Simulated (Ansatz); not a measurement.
# AlH5: the cost of one run

Program: Ansatz 0.2.0. Level of theory: DFT PBE, scalar-relativistic, plane waves, PAW. These are calculated values, not measurements.

**1. Starting point**

The structure is orthorhombic, space group Amm2 (No. 38). The conventional cell has a = 4.492 Å, b = 6.412 Å, c = 4.372 Å, α = 90.00°, β = 90.00°, γ = 90.00°. Around Al (site symmetry mm2) lie 2 H at 2.06 to 2.31 Å. H (site symmetry 1) has 1 H at 1.00 Å as nearest neighbours. H (site symmetry mm2) is surrounded by 2 Al at 2.06 to 2.31 Å.

As a file:

```xyz
6
Lattice="4.4919 0.0000 0.0000 0.0000 3.2062 2.1860 0.0000 -3.2062 2.1860" Properties=species:S:1:pos:R:3 pbc="T T T"
Al    0.0000    0.0000    1.5071
H     1.7477   -1.3254    2.7881
H     2.7443    1.3254    2.7881
H     1.7477    1.3254    2.7881
H     2.7443   -1.3254    2.7881
H     0.0000    0.0000    3.8179
```

A structure generator made this guess: random cell by space group and Wyckoff sites (Amm2, No. 38). The dimensions are guesses.

**2. Probe: one point on a coarse mesh**

Input file input.yaml:

```yaml
crystal:
  lattice:
    - [4.49194061, 0.0, 0.0]
    - [0.0, 3.20618503, 2.18600358]
    - [0.0, -3.20618503, 2.18600358]
  atoms:
    - { symbol: Al, position: [0.0, 0.34472488, 0.34472488] }
    - { symbol: H, position: [0.38906764, 0.43102544, 0.84441079] }
    - { symbol: H, position: [0.61093236, 0.84441079, 0.43102544] }
    - { symbol: H, position: [0.38906764, 0.84441079, 0.43102544] }
    - { symbol: H, position: [0.61093236, 0.43102544, 0.84441079] }
    - { symbol: H, position: [0.0, 0.87325534, 0.87325534] }
basis:
  ecutwfc: 420
kpoints:
  mp_grid: { grid: [4, 6, 6] }
hamiltonian:
  xc: pbe
scf:
  occupations: { method: gaussian, width: 0.1 }
  lower_state_search: "off"
output:
  forces: true
  stress: true
  eigenvalues: true
```

Started as:

```sh
> ansatz run input.yaml --threads 1 --pin off --max-ram 2560MiB --backend cpu --events-out ev --progress --plain --runs-dir out
```

What time and memory should one allow on 1 thread of Intel Xeon at 2.70GHz, shared host?

About 2.9 s, with a peak of 0.33 GiB.
